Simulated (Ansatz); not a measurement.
# Au in Ansatz: projected density of states with PBE

Aim: the projected density of states of Au with PBE.

Everything below comes from runs of Ansatz 0.2.0. Logs are shortened: lines on timing, memory, paths and dates and some standing lists are left out, and cuts for length are marked.

### 1 The sheet as given

The cell holds a sheet with vacuum, 1 atom: a = 2.662 Å, b = 2.662 Å, c = 23.800 Å, α = 90.00°, β = 90.00°, γ = 90.00°.

The cell was built by a generator and needn't be a form met in nature.

### 2 Projected density of states, PBE

input.yaml

```yaml
crystal:
  lattice:
    - [2.66227, 0.0, 0.0]
    - [0.0, 2.6617, 0.0]
    - [0.0, 0.0, 23.8]
  atoms:
    - { symbol: Au, position: [0.0, 0.5, 0.29412] }
kpoints:
  mp_grid: { grid: [10, 10, 1] }
  band_path:
    path:
      - [0.0, 0.0, 0.0]
      - [-0.5, 0.0, 0.0]
      - [-0.5, -0.5, 0.0]
      - [0.0, 0.0, 0.0]
      - [0.0, 0.0, -0.5]
      - [-0.5, 0.0, -0.5]
      - [-0.5, -0.5, -0.5]
      - [0.0, 0.0, -0.5]
    npoints: 8
scf:
  occupations: { method: fermi_dirac, width: 0.05 }
hamiltonian:
  xc: pbe
  pseudopotentials: { kind: all_electron, lapw: { basis_error: 0.002 } }
output:
  forces: true
  stress: true
  eigenvalues: true
  fatbands: true
  dos: { projected: true, de: 0.2, e_range: [-10, 6] }
  populations: true
```

Potentials or basis: all-electron LAPW, scalar-relativistic.

On the command line:

```
ansatz run input.yaml --threads 2 --pin off --max-ram 8192MiB --backend cpu --events-out ev --progress --plain --runs-dir out
```

The log of the run:

```text
Warning: RAYON_NUM_THREADS=2 ignored (pool sized by the plan → 2); use --threads N
Au: projections on atomic orbitals take those of the free atom 1s2 2s2 2p6 3s2 3p6 3d10 4s2 4p6 4d10 4f14 5s2 5p6 5d10 6s1, of charge +0.00 (hamiltonian.pseudopotentials.projection_atoms)
LAPW: plane waves up to 8.535 Å⁻¹, error target 2.0e-3 eV per atom; small_component_spin mean_spin; Au in spheres of 1.331 Å, 43 of its electrons in bands, Dirac shells [] (how accurate: hamiltonian.pseudopotentials.lapw.basis_error, Limitations)
Engine: ansatz 0.2.0, x86_64-unknown-linux-gnu
Pseudopotentials: kind: all_electron
Pseudopotential: Au, LAPW, valence charge 43, lapw/all_electron/scalar/gaussian/Au, Koelling and Harmon's equation, gaussian nucleus
Functional definition: PBE
  parameter kappa = 0.804
  parameter beta = 0.06672455060314922
  exchange = pbe_x(kappa = kappa, mu = beta*pi^2/3)
  correlation = pbe_c(beta = beta)
Crystal: 1 atoms, lattice volume = 168.651 Å³
Basis set: ecut = 277.5568818491604 eV, 1773 PW (Γ), exchange–correlation at level 2
Bands: 26, of which v1, the nominal top of the filled ones, is band 22 counted from 1 (21 counted from 0)
Symmetry: 8 space group operations
Space group: Pmmm (ITA 47), of the structure as read, at distance tolerance 5.5e-5 Å
k-points: 36 of 100
Non-local potential: Au, projectors of the file, none
Initial density: superposition of atomic densities (neutral atoms: chi_scale 0, normalization atom)
Initial wavefunctions: plane waves of lowest kinetic energy (no species holds an atomic orbital)
Functional: x = pbe(κ = 0.804, μ = 0.2195149727645171), c = pbe(β = 0.06672455060314922)
iter 1 solved again at ethr=3.12e-4 eV; its pass at ethr=1.00e-1 eV (dr2=1.34e-1 eV) is discarded
SCF iter   1: F=—  HF=-517224.503099 eV  |F-HF|=—  |Δ(HF+E_count)|=         —  Δρ=8.41e-3  dr2=1.34e-1  ethr=3.12e-4  ⟨swp⟩=3.0  Hψ=5773  notcnv=0
preconditioner: auto → LDOS  [insulator: Δε(μ)=0.255 eV  Ē_g=9.187 eV  σ=0.050 eV  W_gap=0.72  n_scr=16 (ndim 8)  ℏωp=9.5 eV  f_vac=0.842  D(μ)=0.65/eV (n_scr^D=6)  ε∞_Penn≈2.1  β→1.0]
SCF iter   2: F=—  HF=-517224.439490 eV  |F-HF|=—  |Δ(HF+E_count)|=   6.36e-2  Δρ=3.05e-3  dr2=1.85e-2  ethr=3.12e-4  ⟨swp⟩=3.4  Hψ=3199  notcnv=0  defer=4
SCF iter   3: F=—  HF=-517224.302081 eV  |F-HF|=—  |Δ(HF+E_count)|=   1.37e-1  Δρ=1.58e-3  dr2=3.61e-3  ethr=4.30e-5  ⟨swp⟩=3.2  Hψ=3104  notcnv=0  defer=2
iter 4 solved again at ethr=7.43e-7 eV; its pass at ethr=8.39e-6 eV (dr2=3.20e-4 eV) is discarded
SCF iter   4: F=—  HF=-517224.296871 eV  |F-HF|=—  |Δ(HF+E_count)|=         —  Δρ=5.01e-4  dr2=3.17e-4  ethr=7.43e-7  ⟨swp⟩=2.0  Hψ=4615  notcnv=0
the basis was enlarged: its passes take 165.5 KiB over the memory plan, 2 of 2 planned eigensolver slots
SCF iter   5: F=—  HF=-517224.296927 eV  |F-HF|=—  |Δ(HF+E_count)|=   5.63e-5  Δρ=1.25e-4  dr2=1.97e-5  ethr=7.38e-7  ⟨swp⟩=2.7  Hψ=2761  notcnv=0
SCF iter   6: F=—  HF=-517224.296966 eV  |F-HF|=—  |Δ(HF+E_count)|=   3.83e-5  Δρ=1.88e-5  dr2=4.82e-7  ethr=4.59e-8  ⟨swp⟩=3.1  Hψ=2831  notcnv=0  defer=1
iter 7 met the thresholds in force, and the SCF goes on: an eigenvalue changes by 11.20 meV, over its tolerance of 10.00 meV (output.eigenvalues, Limitations)
SCF iter   7: F=-517224.296967 eV  HF=-517224.296967 eV  |F-HF|=6.74e-8  |Δ(HF+E_count)|=   1.07e-6  Δρ=2.84e-6  dr2=5.74e-9  ethr=1.12e-9  ⟨swp⟩=3.0  Hψ=2805  notcnv=0
SCF iter   8: F=-517224.296967 eV  HF=-517224.296967 eV  |F-HF|=1.38e-8  |Δ(HF+E_count)|=   6.00e-8  Δρ=6.50e-7  dr2=3.56e-10  ethr=1.33e-11  ⟨swp⟩=3.2  Hψ=2868  notcnv=0
SCF 1 converged in 8 iterations: F = -517224.296967 eV  dr2 = 3.56e-10
NSCF: frozen V_eff on 57 k-points
SCF converged after 8 iterations
an eigenvalue changed by more than its tolerance at an iteration that met the thresholds in force, so the SCF went on 1 time: the last check found none over its tolerance
Free energy (F): -517224.296967 eV
Harris-Foulkes:  -517224.296967 eV  (|F-HF|=1.38e-8)
Internal energy: -517224.291886 eV  (E = F + TS)
E sigma→0 (E₀):  -517224.294427 eV
Entropy (-TS):   -0.005080 eV (-5.080 meV/atom)
Fermi energy:    -2.702616 eV
--- Per-component energies (eV) ---
  E_band       = -4983.495635
  E_kinetic    = 589519.510202
  E_xc         = -9913.850002
  E_electrostatic = -1096829.952087  (all electrons and nuclei)
  E_smearing   = -0.005080  (= −TS)
  E_closure    = -0.000000  (closes the sum)
  E_atoms      = -517221.663280  (free atoms, spherical and without spin; not in F)
  Σ components = -517224.296967   (vs F -517224.296967, Δ=0.00e0)
  Basis errors (estimates in eV, not in F): energy 9.8e-4 per atom: plane waves 9.0e-4 (5.4e-4 summed), levels above the bands 8.2e-61, relativity 2.6e-7, radial functions 7.8e-5, core shells 1.8e-7; eigenvalues (radial functions only) 1.4e-6; not estimated: angular momenta, meshes, grids; target (lapw.basis_error) 2.0e-3; muffin-tin radii Au 1.331 Å
--- Forces (eV/Å), atoms counted from 1 ---
  atom   1  Au     0.00000000     0.00000000     0.00000000
  max |Σ_I F_I| component: 1.97e-31 eV/Å
--- Stress (GPa, compression-positive) ---
        0.031721       0.000000       0.000000
        0.000000       0.039787       0.000000
        0.000000       0.000000       0.000015
  P = ⅓ Tr σ = 0.0238 GPa (0.238 kbar)
--- Band table (eV; the first three rows and the last of 36) ---
  k-point 0: bands = ["-324.2032", "-324.1487", "-324.1208", "-324.1208", "-324.1173", "-106.8561", "-79.9395", "-79.9395", "-79.8992", "-79.8604", "-79.8549", "-79.8549", "-79.8529", "-58.2728", "-58.2727", "-58.0956", "-9.1279", "-8.1278", "-5.3501", "-4.0220", "-4.0205", "-3.3645", "-0.8456", "2.7625", "3.1787", "3.2419"]
  k-point 1: bands = ["-324.2032", "-324.1487", "-324.1208", "-324.1208", "-324.1173", "-106.8547", "-79.9397", "-79.9394", "-79.8992", "-79.8605", "-79.8550", "-79.8548", "-79.8528", "-58.3011", "-58.2706", "-58.0931", "-8.8572", "-7.9243", "-5.2746", "-4.4060", "-3.9999", "-3.5446", "-0.4096", "2.9670", "3.4005", "3.4511"]
  k-point 2: bands = ["-324.2032", "-324.1487", "-324.1208", "-324.1208", "-324.1173", "-106.8512", "-79.9401", "-79.9392", "-79.8990", "-79.8605", "-79.8551", "-79.8548", "-79.8527", "-58.3748", "-58.2647", "-58.0864", "-8.3892", "-7.0310", "-5.1720", "-5.0612", "-3.9883", "-3.9417", "0.5760", "3.5802", "4.0571", "4.0791"]
  k-point 35: bands = ["-324.2032", "-324.1487", "-324.1208", "-324.1208", "-324.1173", "-106.8284", "-79.9406", "-79.9406", "-79.8981", "-79.8608", "-79.8554", "-79.8553", "-79.8521", "-58.5360", "-58.5353", "-58.0429", "-7.9473", "-5.9588", "-5.9569", "-4.1540", "-2.0584", "3.9855", "3.9864", "6.6737", "9.3063", "9.9283"]
--- Löwdin populations: 1 site ---
  site symbol       q [e]
     0     Au     78.9352
  spilling = 0.000821 (of n_electrons = 79.000000)
```

Run time: 32 s. Hardware: 2 threads of AMD EPYC 7R13 (Zen 3), shared host; peak memory 0.62 GiB.

What came out:

- Free energy: -517224.2970 eV
- Band gap along the path: none (metal or under the smearing width)
- Work function: 5.73 eV

Levels at the corners of the path, in eV from the Fermi level:
```csv
point,band 18,band 19,band 20,band 21,band 22,band 23,band 24,band 25,band 26
Γ,-5.43,-2.65,-1.32,-1.32,-0.66,1.86,5.47,5.88,5.94
X,-3.85,-2.30,-1.84,-1.08,1.77,3.95,6.80,9.80,10.44
M,-3.26,-3.25,-1.45,0.64,6.69,6.69,9.38,12.01,12.63
Γ,-5.43,-2.65,-1.32,-1.32,-0.66,1.86,5.47,5.88,5.94
Z,-5.43,-2.65,-1.32,-1.32,-0.66,1.86,5.49,5.73,6.25
R,-3.85,-2.30,-1.84,-1.08,1.77,3.95,6.80,9.80,10.45
A,-3.26,-3.25,-1.45,0.64,6.69,6.69,9.38,12.01,12.63
Z,-5.43,-2.65,-1.32,-1.32,-0.66,1.86,5.49,5.73,6.25
```

States per cell in windows of 0.5 eV (zero at the Fermi level; states under -8 eV left out):
| from (eV) | total | Au1 5d | Au1 6s | Au1 5p | Au1 5s | Au1 4s | Au1 1s |
| --- | --- | --- | --- | --- | --- | --- | --- |
| -8.0 | 0.00 | 0.00 | 0.00 | 0.00 | 0.00 | 0.00 | 0.00 |
| -7.5 | 0.00 | 0.00 | 0.00 | 0.00 | 0.00 | 0.00 | 0.00 |
| -7.0 | 0.00 | 0.00 | 0.00 | 0.00 | 0.00 | 0.00 | 0.00 |
| -6.5 | 0.08 | 0.03 | 0.05 | 0.00 | 0.00 | 0.00 | 0.00 |
| -6.0 | 0.18 | 0.08 | 0.09 | 0.00 | 0.00 | 0.00 | 0.00 |
| -5.5 | 0.53 | 0.41 | 0.11 | 0.00 | 0.00 | 0.00 | 0.00 |
| -5.0 | 0.68 | 0.58 | 0.10 | 0.00 | 0.00 | 0.00 | 0.00 |
| -4.5 | 0.70 | 0.60 | 0.09 | 0.00 | 0.00 | 0.00 | 0.00 |
| -4.0 | 0.86 | 0.82 | 0.04 | 0.00 | 0.00 | 0.00 | 0.00 |
| -3.5 | 1.39 | 1.37 | 0.02 | 0.00 | 0.00 | 0.00 | 0.00 |
| -3.0 | 1.26 | 1.17 | 0.08 | 0.00 | 0.00 | 0.00 | 0.00 |
| -2.5 | 1.55 | 1.39 | 0.15 | 0.00 | 0.00 | 0.00 | 0.00 |
| -2.0 | 1.84 | 1.70 | 0.13 | 0.00 | 0.00 | 0.00 | 0.00 |
| -1.5 | 1.37 | 1.24 | 0.12 | 0.00 | 0.00 | 0.00 | 0.00 |
| -1.0 | 0.34 | 0.25 | 0.08 | 0.00 | 0.00 | 0.00 | 0.00 |
| -0.5 | 0.21 | 0.11 | 0.08 | 0.00 | 0.00 | 0.00 | 0.00 |
| 0.0 | 0.17 | 0.06 | 0.08 | 0.00 | 0.00 | 0.00 | 0.00 |
| 0.5 | 0.13 | 0.02 | 0.07 | 0.00 | 0.00 | 0.00 | 0.00 |
| 1.0 | 0.13 | 0.01 | 0.06 | 0.00 | 0.00 | 0.00 | 0.00 |
| 1.5 | 0.13 | 0.01 | 0.05 | 0.00 | 0.00 | 0.00 | 0.00 |
| 2.0 | 0.17 | 0.01 | 0.04 | 0.00 | 0.00 | 0.00 | 0.00 |
| 2.5 | 0.17 | 0.01 | 0.04 | 0.00 | 0.00 | 0.00 | 0.00 |
| 3.0 | 0.18 | 0.01 | 0.03 | 0.00 | 0.00 | 0.00 | 0.00 |
| 3.5 | 0.18 | 0.01 | 0.04 | 0.00 | 0.00 | 0.00 | 0.00 |
| 4.0 | 0.24 | 0.02 | 0.07 | 0.00 | 0.00 | 0.00 | 0.00 |
| 4.5 | 0.27 | 0.02 | 0.07 | 0.00 | 0.00 | 0.00 | 0.00 |
| 5.0 | 0.28 | 0.01 | 0.06 | 0.00 | 0.00 | 0.00 | 0.00 |
| 5.5 | 0.46 | 0.01 | 0.04 | 0.00 | 0.00 | 0.00 | 0.00 |

Caveat: spin-orbit coupling is left out, which moves the levels of the heavy elements.
